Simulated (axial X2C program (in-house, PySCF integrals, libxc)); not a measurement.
# All-electron X2C curves of BaP⁺

What are the state, bond length, wavenumber and bond energy of BaP⁺, and what does spin–orbit coupling change?

Computed with an in-house X2C program for linear molecules on PySCF integrals. Level: all-electron X2C, Ba dyall-cv3z, P dyall-v3z.

All values are calculated.

### Step 1. Set-up

task.json

```json
{"zs": [56, 15], "q": 1, "bas": ["dyall-cv3z", "dyall-v3z"], "levels": ["PBE0", "HF", "LDA"], "cc": true, "r0": 2.63, "thr": -2.0, "nmax": 90, "npts": 10, "nst": 2, "ntry": 6}
```

Keys: zs atomic numbers; q charge; bas basis sets; levels methods (HF also brings MP2); cc coupled cluster on or off; r0 starting distance in Å; thr threshold in hartree for freezing inner shells (an s shell follows its p shell); nmax most natural virtual spinors; npts points asked for on the curve; nst determinants followed; ntry starts of the search.

Command:

```console
> python so2c.py task.json out
```

Spin-free means the one-electron spin-free X2C Hamiltonian; two-component (2c) means X2C with spin–orbit coupling and atomic mean-field two-electron Coulomb and Gaunt terms. Basis: Ba dyall-cv3z contracted to [14s14p9d5f1g], P dyall-v3z contracted to [8s7p2d1f]; Gaussian nuclei, density fitting. Masses: Ba 137.905 u, P 30.974 u.

Notation: σ, π±, δ± give the projection m of an orbital's angular momentum (0, ±1, ±2), α and β its spin, Λ and M_S the sums; ω is the projection of a spinor's total angular momentum and Ω the sum. Logs are in hartree.

The results follow Hamiltonian by Hamiltonian and level by level.

### Step 2. Which state to follow

PBE0 moves the distance from 2.630 Å to 2.907 Å and compares determinants there.

Spin-free determinants:

| ΔE (eV) | state | open shells |
| --- | --- | --- |
| 0.00 | M_S = 1, Λ = 0 | beyond closed shells: π+α, π-α |
| 0.48 | M_S = 1, Λ = 1 | beyond closed shells: σα, π+α, π+β, π-α |
| 0.76 | M_S = 0, Λ = 1 | beyond closed shells: σβ, π+α, π+β, π-α |
| 0.92 | M_S = 0, Λ = 2 | beyond closed shells: π+α, π+β |
| 0.92 | M_S = 0, Λ = 0 | beyond closed shells: π+β, π-α |
| 1.94 | M_S = 2, Λ = 0 | beyond closed shells: 2 × σα, π+α, π-α |
| 2.61 | M_S = 2, Λ = 2 | beyond closed shells: σα, π+α, π-α, δ+α |

Two-component determinants:

```csv
ΔE (eV),state,open shells
0.00,Ω = 1,"excess of +ω over −ω: ω = -1/2, ω = 3/2"
0.46,Ω = 2,"excess of +ω over −ω: ω = 1/2, ω = 3/2"
0.78,Ω = 1,excess of +ω over −ω: 2 × ω = 1/2
0.88,Ω = 0,closed shell
0.95,Ω = 0,closed shell
2.61,Ω = 3,excess of +ω over −ω: 2 × ω = 3/2
2.62,Ω = 0,"excess of +ω over −ω: 3 × ω = 1/2, ω = -3/2"
```

### Step 3. PBE0, spin-free

State followed: M_S = 1, Λ = 0 (beyond closed shells: π+α, π-α). The scan is laid around 2.907 Å, a first estimate of the minimum, and this SCF restarts from the orbitals of the search.

Output at 2.907 Å:

```text
spin-free X2C-1e  PBE0
basis functions 191  fitting functions 1013  grid points 5084
iter        total energy     max residual
   1      -8476.293023152     6.89e-05
   2      -8476.293023222     4.03e-05
   3      -8476.293023258     1.16e-05
   4      -8476.293023262     1.19e-05
converged
one-electron -11869.68848960  Coulomb 3463.32766828  exact exchange -54.89892378  xc functional -167.94310175  nuclear repulsion 152.90982359
```

Along the bond, energies from the lowest point:

```tsv
R (Å)	E (eV)	μ (D)	HOMO (eV)	LUMO (eV)	iterations
2.529	0.6395	-5.26	-9.56	-7.44	20
2.645	0.2641	-5.85	-9.48	-7.15	11
2.733	0.1031	-6.26	-9.41	-6.96	11
2.820	0.0211	-6.64	-9.33	-6.79	11
2.907	0.0000	-6.98	-9.25	-6.64	4
3.009	0.0340	-7.35	-9.15	-6.48	11
3.111	0.1139	-7.67	-9.05	-6.35	11
3.241	0.2618	-8.02	-8.91	-6.30	12
3.401	0.4823	-8.29	-8.75	-6.39	12
3.634	0.8237	-8.19	-8.55	-6.48	14
```

Dipoles are positive if P is the positive end and refer to the centre of mass.

Outer orbitals at the reference distance:

```csv
symmetry,occupied,ε (eV),atomic character
π+α,yes,-25.17,100% Ba p
π-α,yes,-25.17,100% Ba p
π+β,yes,-25.12,100% Ba p
π-β,yes,-25.12,100% Ba p
σα,yes,-25.03,95% Ba p
σβ,yes,-24.94,96% Ba p
σα,yes,-19.08,"77% P s, 8% Ba p, 7% Ba d"
σβ,yes,-16.85,"78% P s, 8% Ba d, 7% Ba p"
π+α,yes,-10.42,"82% P p, 11% Ba d, 4% Ba f"
π-α,yes,-10.42,"82% P p, 11% Ba d, 4% Ba f"
σα,yes,-9.84,"74% P p, 14% Ba d, 7% Ba s"
σβ,yes,-9.25,"70% P p, 17% Ba d, 7% Ba s"
π+β,no,-6.64,"58% P p, 37% Ba d, 2% Ba p"
π-β,no,-6.64,"58% P p, 37% Ba d, 2% Ba p"
σα,no,-6.14,"74% Ba s, 20% Ba d, 4% Ba p"
σβ,no,-6.07,"73% Ba s, 20% Ba d, 5% Ba p"
```

PBE0 fields in the half plane through the axis: z from -2.4 to 5.1 Å across, distance from the axis 0.15 to 2.25 Å upwards; Ba lies at z = 0 and P at z = 2.907 Å; the ELF is damped to zero where the density is low.

log10 density (e/bohr³). Ten even steps from '0' (-4.53 ) to '9' (1.83 ):
```
00000111111112222222211100
00111222222222223332222110
01122233333333333333332211
11223344444333344444433221
12233455555444444454443322
22334556665544455555544322
22344567776554555665554332
23345568986555556886554432
```

ELF. Ten even steps from '0' (0.00 ) to '9' (0.96 ):
```
00000000000001222111100000
00000000000002444334331000
00000023320003666666654210
00001357763003777778877520
01124678887214788889998752
12346875457524898558999873
23468843634635993111899985
23578727772645980983599985
```

Re = 2.899 Å, ωe = 260.2 cm⁻¹, ωexe = 0.705 cm⁻¹, Be = 0.07933 cm⁻¹, De = 1.91 eV, μ = -6.95 D.

### Step 4. HF, spin-free

The SCF at the reference distance of 2.907 Å:

```text
spin-free X2C-1e  HF
basis functions 191  fitting functions 1013  grid points 5084
iter        total energy     max residual
   1      -8473.046692852     4.14e-01
   2      -8473.071005774     7.05e-03
   3      -8473.071882082     1.36e-02
   4      -8473.071995769     1.99e-03
   5      -8473.072004743     6.24e-04
   6      -8473.072005967     2.90e-04
   7      -8473.072006379     5.92e-05
   8      -8473.072006463     5.86e-05
   9      -8473.072006491     1.93e-05
  10      -8473.072006498     6.15e-06
  11      -8473.072006500     6.02e-06
  12      -8473.072006500     1.18e-06
converged
one-electron -11867.60552241  Coulomb 3461.28996193  exact exchange -219.66626960  xc functional 0.00000000  nuclear repulsion 152.90982359
```

No constants are quoted: the solution changes its character somewhere along the scan, so the fit is set aside.

### Step 5. LDA, spin-free

The SCF at the reference distance of 2.907 Å:

```text
spin-free X2C-1e  LDA
basis functions 191  fitting functions 1013  grid points 5084
iter        total energy     max residual
   1      -8468.471138699     1.47e+00
   2      -8468.486535965     1.85e-02
   3      -8468.488983658     1.46e-01
   4      -8468.489311417     1.33e-02
   5      -8468.489326174     1.14e-02
   6      -8468.489335626     2.34e-03
   7      -8468.489336565     1.34e-03
   8      -8468.489336879     3.29e-04
   9      -8468.489336910     8.65e-05
  10      -8468.489336914     4.37e-05
  11      -8468.489336915     4.96e-06
converged
one-electron -11869.31106721  Coulomb 3462.81092566  exact exchange 0.00000000  xc functional -214.89901895  nuclear repulsion 152.90982359
```

Re = 2.875 Å, ωe = 261.5 cm⁻¹, ωexe = 0.727 cm⁻¹, Be = 0.08062 cm⁻¹, De = 2.27 eV, μ = -5.93 D.

### Step 6. MP2 and beyond, spin-free

Correlated methods: 14 electrons correlated (frozen shells, counted by type: Ba 4 s, 3 p, 2 d; P 2 s, 1 p), 266 virtual spinors in MP2, 90 natural virtuals in coupled cluster.

Output of the correlated part at 2.907 Å:

```text
correlated 14  virtual 266  natural virtual 90  E(MP2) -0.288637044  MP2 remainder -0.013242908
iter   CCSD correlation   residual
   1     -0.300827403   1.13e-01
   2     -0.308356705   4.06e-02
   3     -0.309689808   1.68e-02
   4     -0.309778200   6.28e-03
   5     -0.309795924   1.76e-03
   6     -0.309795785   7.41e-04
   7     -0.309794761   2.74e-04
   8     -0.309796528   9.35e-05
   9     -0.309796067   3.67e-05
  10     -0.309795755   1.50e-05
  11     -0.309795615   6.21e-06
  12     -0.309795584   2.79e-06
  13     -0.309795572   1.35e-06
(T) -0.011637726  T1 0.0184  D1 0.0418  max T2 0.058
```

T1 in the output is the amplitude norm over the root of the electron number; divide by √2 for the Lee–Taylor value.

MP2: No constants are quoted: the reference changes its character somewhere along the scan, so the fit is set aside.

CCSD: No constants are quoted: the reference changes its character somewhere along the scan, so the fit is set aside.

CCSD(T): No constants are quoted: the reference changes its character somewhere along the scan, so the fit is set aside.

### Step 7. A higher determinant, spin-free

State: M_S = 1, Λ = 1 (beyond closed shells: σα, π+α, π+β, π-α).

Output at the reference distance:

```text
spin-free X2C-1e  PBE0
basis functions 191  fitting functions 1013  grid points 5084
iter        total energy     max residual
   1      -8476.275561010     7.68e-05
   2      -8476.275561013     9.38e-05
   3      -8476.275561096     1.04e-05
   4      -8476.275561099     6.45e-06
converged
one-electron -11868.89839063  Coulomb 3462.51735932  exact exchange -54.88934818  xc functional -167.91500519  nuclear repulsion 152.90982359
```

```tsv
R (Å)	E above the lowest PBE0 point (eV)
2.529	0.503
2.645	0.365
2.733	0.350
2.820	0.392
2.907	0.475
3.009	0.611
3.111	0.774
3.241	1.004
3.401	1.289
```

Re = 2.709 Å, ωe = 292.8 cm⁻¹, ωexe = 0.775 cm⁻¹, Be = 0.09084 cm⁻¹, μ = -6.28 D. Te = 0.35 eV.

### Step 8. The spin-free curves together

Energy (eV) of the followed determinant, spin-free, from each level's lowest point:

```tsv
R (Å)	PBE0	HF (jumps)	MP2 (its reference jumps)	CCSD (its reference jumps)	CCSD(T) (its reference jumps)	LDA
2.529	0.639	0.949	0.737	n/a	n/a	0.552
2.645	0.264	0.463	0.324	0.346	0.341	0.212
2.733	0.103	0.232	0.139	0.153	0.151	0.072
2.820	0.021	0.089	0.037	0.044	0.043	0.007
2.907	0.000	0.016	0.000	0.000	0.000	0.000
3.009	0.034	0.000	0.018	0.011	0.011	0.046
3.111	0.114	0.039	0.084	0.071	0.071	0.135
3.241	0.262	0.145	0.215	0.196	0.194	0.291
3.401	0.482	0.321	0.410	n/a	n/a	0.516
3.634	0.824	0.417	0.818	n/a	n/a	0.864
```

### Step 9. PBE0, 2c

State followed: Ω = 1 (excess of +ω over −ω: ω = -1/2, ω = 3/2). The scan is laid around 2.907 Å, a first estimate of the minimum, and this SCF restarts from the orbitals of the search.

The SCF at the reference distance of 2.907 Å:

```text
two-component X2C + atomic mean field  PBE0
basis functions 191  fitting functions 1013  grid points 5084
iter        total energy     max residual
   1      -8472.929711336     5.48e-05
   2      -8472.929711336     1.16e-05
converged
one-electron -11859.21449049  Coulomb 3461.40507456  exact exchange -54.86712625  xc functional -167.85382744  nuclear repulsion 152.90982359  atomic mean-field constant -5.30916530
```

Along the bond, energies from the lowest point:

```tsv
R (Å)	E (eV)	μ (D)	HOMO (eV)	LUMO (eV)	iterations
2.529	0.6372	-5.25	-9.56	-7.47	19
2.645	0.2628	-5.83	-9.49	-7.18	13
2.733	0.1023	-6.24	-9.42	-6.98	11
2.820	0.0207	-6.62	-9.34	-6.81	11
2.907	0.0000	-6.97	-9.26	-6.66	2
3.009	0.0344	-7.33	-9.16	-6.50	11
3.111	0.1146	-7.66	-9.05	-6.37	11
3.241	0.2629	-8.00	-8.92	-6.31	12
3.401	0.4838	-8.27	-8.76	-6.39	13
3.634	0.8256	-8.18	-8.56	-6.48	14
```

Dipoles are positive if P is the positive end and refer to the centre of mass.

Outer spinors at the reference distance:

```tsv
ω	occupied	ε (eV)	atomic character	λ mixture
-1/2	yes	-26.48	99% Ba p	72% π, 28% σ
1/2	yes	-26.47	99% Ba p	69% π, 31% σ
3/2	yes	-24.49	100% Ba p	100% π
-3/2	yes	-24.44	100% Ba p	100% π
1/2	yes	-24.41	96% Ba p	69% σ, 31% π
-1/2	yes	-24.35	97% Ba p	72% σ, 28% π
1/2	yes	-19.07	77% P s, 8% Ba p, 7% Ba d	100% σ
-1/2	yes	-16.85	78% P s, 8% Ba d, 7% Ba p	100% σ
-1/2	yes	-10.45	82% P p, 11% Ba d, 4% Ba f	100% π
3/2	yes	-10.41	82% P p, 11% Ba d, 4% Ba f	100% π
1/2	yes	-9.85	74% P p, 14% Ba d, 7% Ba s	100% σ
-1/2	yes	-9.26	70% P p, 17% Ba d, 7% Ba s	100% σ
1/2	no	-6.66	57% P p, 37% Ba d, 2% Ba p	100% π
-3/2	no	-6.62	57% P p, 38% Ba d, 2% Ba p	100% π
1/2	no	-6.14	74% Ba s, 20% Ba d, 4% Ba p	100% σ
-1/2	no	-6.08	73% Ba s, 20% Ba d, 5% Ba p	100% σ
```

PBE0 fields in the half plane through the axis: z from -2.4 to 5.1 Å across, distance from the axis 0.15 to 2.25 Å upwards; Ba lies at z = 0 and P at z = 2.907 Å; the ELF is damped to zero where the density is low.

log10 density (e/bohr³). Ten even steps from '0' (-4.53 ) to '9' (1.83 ):
```
00000111111112222222211100
00111222222222223332222110
01122233333333333333332211
11223344444333344444433221
12234455555444444454443322
22334556665544455555544322
22344567776554555665554332
23345568986555556886554432
```

ELF. Ten even steps from '0' (0.00 ) to '9' (0.96 ):
```
00000000000001222111100000
00000000000002444334331000
00000023320003666666654210
00001357763003777778877520
01124678887214788889998752
12346875457524898558999873
23468843634635893111899985
23578727772645980983599985
```

Re = 2.898 Å, ωe = 260.4 cm⁻¹, ωexe = 0.705 cm⁻¹, Be = 0.07937 cm⁻¹, De = 1.91 eV, μ = -6.93 D.

### Step 10. HF, 2c

Output at 2.907 Å:

```text
two-component X2C + atomic mean field  HF
basis functions 191  fitting functions 1013  grid points 5084
iter        total energy     max residual
   1      -8469.677262658     4.66e-01
   2      -8469.701612321     7.04e-03
   3      -8469.702494714     1.54e-02
   4      -8469.702609483     2.27e-03
   5      -8469.702618680     7.13e-04
   6      -8469.702619989     3.43e-04
   7      -8469.702620472     6.29e-05
   8      -8469.702620603     8.64e-05
   9      -8469.702620680     4.19e-05
  10      -8469.702620736     3.00e-05
  11      -8469.702620781     4.09e-05
  12      -8469.702620819     3.38e-05
  13      -8469.702620847     1.41e-05
  14      -8469.702620861     8.66e-06
  15      -8469.702620865     6.62e-06
  16      -8469.702620865     2.17e-06
converged
one-electron -11857.12981557  Coulomb 3459.36557612  exact exchange -219.53903970  xc functional 0.00000000  nuclear repulsion 152.90982359  atomic mean-field constant -5.30916530
```

No constants are quoted: the solution changes its character somewhere along the scan, so the fit is set aside.

### Step 11. LDA, 2c

Output at 2.907 Å:

```text
two-component X2C + atomic mean field  LDA
basis functions 191  fitting functions 1013  grid points 5084
iter        total energy     max residual
   1      -8465.116149410     1.47e+00
   2      -8465.131564065     1.85e-02
   3      -8465.134001631     1.46e-01
   4      -8465.134326563     1.32e-02
   5      -8465.134341299     1.15e-02
   6      -8465.134350871     2.31e-03
   7      -8465.134351801     1.34e-03
   8      -8465.134352118     3.29e-04
   9      -8465.134352149     8.47e-05
  10      -8465.134352153     4.39e-05
  11      -8465.134352154     4.86e-06
converged
one-electron -11858.83609282  Coulomb 3460.88735583  exact exchange 0.00000000  xc functional -214.78627346  nuclear repulsion 152.90982359  atomic mean-field constant -5.30916530
```

Re = 2.874 Å, ωe = 261.6 cm⁻¹, ωexe = 0.728 cm⁻¹, Be = 0.08066 cm⁻¹, De = 2.28 eV, μ = -5.92 D.

### Step 12. Correlated methods, 2c

Correlated methods: 14 electrons correlated (frozen shells, counted by type: Ba 4 s, 3 p, 2 d; P 2 s, 1 p), 268 virtual spinors in MP2, 90 natural virtuals in coupled cluster.

Output of the correlated part at 2.907 Å:

```text
correlated 14  virtual 268  natural virtual 90  E(MP2) -0.288058062  MP2 remainder -0.013299176
iter   CCSD correlation   residual
   1     -0.300159195   1.13e-01
   2     -0.307679385   4.05e-02
   3     -0.309001526   1.67e-02
   4     -0.309089740   6.27e-03
   5     -0.309107406   1.76e-03
   6     -0.309107291   7.45e-04
   7     -0.309106316   2.81e-04
   8     -0.309108103   1.05e-04
   9     -0.309107641   5.27e-05
  10     -0.309107331   3.47e-05
  11     -0.309107079   2.58e-05
  12     -0.309107046   1.87e-05
  13     -0.309107080   1.15e-05
  14     -0.309107154   5.69e-06
  15     -0.309107170   2.91e-06
(T) -0.011577474  T1 0.0184  D1 0.0417  max T2 0.059
```

MP2: No constants are quoted: the reference changes its character somewhere along the scan, so the fit is set aside.

CCSD: No constants are quoted: the reference changes its character somewhere along the scan, so the fit is set aside.

CCSD(T): No constants are quoted: the reference changes its character somewhere along the scan, so the fit is set aside.

### Step 13. A higher determinant, 2c

State: Ω = 2 (excess of +ω over −ω: ω = 1/2, ω = 3/2).

Output at the reference distance:

```text
two-component X2C + atomic mean field  PBE0
basis functions 191  fitting functions 1013  grid points 5084
iter        total energy     max residual
   1      -8472.912882927     4.60e-05
   2      -8472.912882943     2.21e-05
   3      -8472.912882964     4.23e-05
   4      -8472.912882968     1.32e-05
converged
one-electron -11858.43274295  Coulomb 3460.60252387  exact exchange -54.85752224  xc functional -167.82579994  nuclear repulsion 152.90982359  atomic mean-field constant -5.30916530
```

```tsv
R (Å)	E above the lowest PBE0 point (eV)
2.529	0.480
2.645	0.344
2.733	0.331
2.820	0.373
2.907	0.458
3.009	0.594
3.111	0.758
3.241	0.988
3.401	1.273
```

Re = 2.707 Å, ωe = 293.0 cm⁻¹, ωexe = 0.779 cm⁻¹, Be = 0.09098 cm⁻¹, μ = -6.25 D. Te = 0.33 eV.

### Step 14. The 2c curves together

Energy (eV) of the followed determinant, 2c, from each level's lowest point:

```tsv
R (Å)	PBE0	HF (jumps)	MP2 (its reference jumps)	CCSD (its reference jumps)	CCSD(T) (its reference jumps)	LDA
2.529	0.637	0.942	0.767	n/a	n/a	0.549
2.645	0.263	0.462	0.323	0.345	0.340	0.211
2.733	0.102	0.231	0.139	0.153	0.150	0.071
2.820	0.021	0.088	0.037	0.044	0.043	0.007
2.907	0.000	0.016	0.000	0.000	0.000	0.000
3.009	0.034	0.000	0.018	0.011	0.011	0.047
3.111	0.115	0.039	0.084	0.072	0.071	0.136
3.241	0.263	0.145	0.216	0.197	0.195	0.292
3.401	0.484	0.322	0.412	n/a	n/a	0.518
3.634	0.826	0.419	0.821	n/a	n/a	0.866
```

The whole job took 3.8 min on 1 thread of Arm Neoverse V1, shared host; peak memory 0.9 GiB.

### Step 15. Results

Lowest determinant that the search found at its distance, spin-free: M_S = 1, Λ = 0 (beyond closed shells: π+α, π-α).

Lowest determinant that the search found at its distance, 2c: Ω = 1 (excess of +ω over −ω: ω = -1/2, ω = 3/2).

| Hamiltonian | level | Re (Å) | ωe (cm⁻¹) | De (eV) | μ (D) |
| --- | --- | --- | --- | --- | --- |
| spin-free | PBE0 | 2.899 | 260.2 | 1.91 | -6.95 |
| spin-free | LDA | 2.875 | 261.5 | 2.27 | -5.93 |
| 2c | PBE0 | 2.898 | 260.4 | 1.91 | -6.93 |
| 2c | LDA | 2.874 | 261.6 | 2.28 | -5.92 |

Dipoles are positive if P is the positive end and refer to the centre of mass. No constants: spin-free HF (the solution changes its character somewhere along the scan, so the fit is set aside); spin-free MP2 (the reference changes its character somewhere along the scan, so the fit is set aside); spin-free CCSD (the reference changes its character somewhere along the scan, so the fit is set aside); spin-free CCSD(T) (the reference changes its character somewhere along the scan, so the fit is set aside); 2c HF (the solution changes its character somewhere along the scan, so the fit is set aside); 2c MP2 (the reference changes its character somewhere along the scan, so the fit is set aside); 2c CCSD (the reference changes its character somewhere along the scan, so the fit is set aside); 2c CCSD(T) (the reference changes its character somewhere along the scan, so the fit is set aside).

Time per point (s) on 1 thread of Arm Neoverse V1, shared host (2c runs); the times are rough: PBE0 0.98, LDA 0.36.

**Reading.** At PBE0, going from spin-free to two-component changes Re by -1 mÅ, ωe by +0.1 %; the spin-free picture holds up (part of it comes from the scalar share of the two-electron terms). De moves by 0.00 eV; both De rest on single-determinant atoms, which can miss part of an open shell's spin–orbit lowering.

De refers to Ba+ + P, each in the lowest determinant found, which need not be this curve's own limit. Each curve is one determinant whose occupation by symmetry is held fixed; it was picked as the lowest of a PBE0 search that is not exhaustive. Dissociation energies refer to the lowest single-determinant-based atoms at the same level and basis. Density functionals use the spin component along the axis (collinear). With several unpaired electrons one determinant need not be a pure state. At some level an empty orbital lies below a filled one.
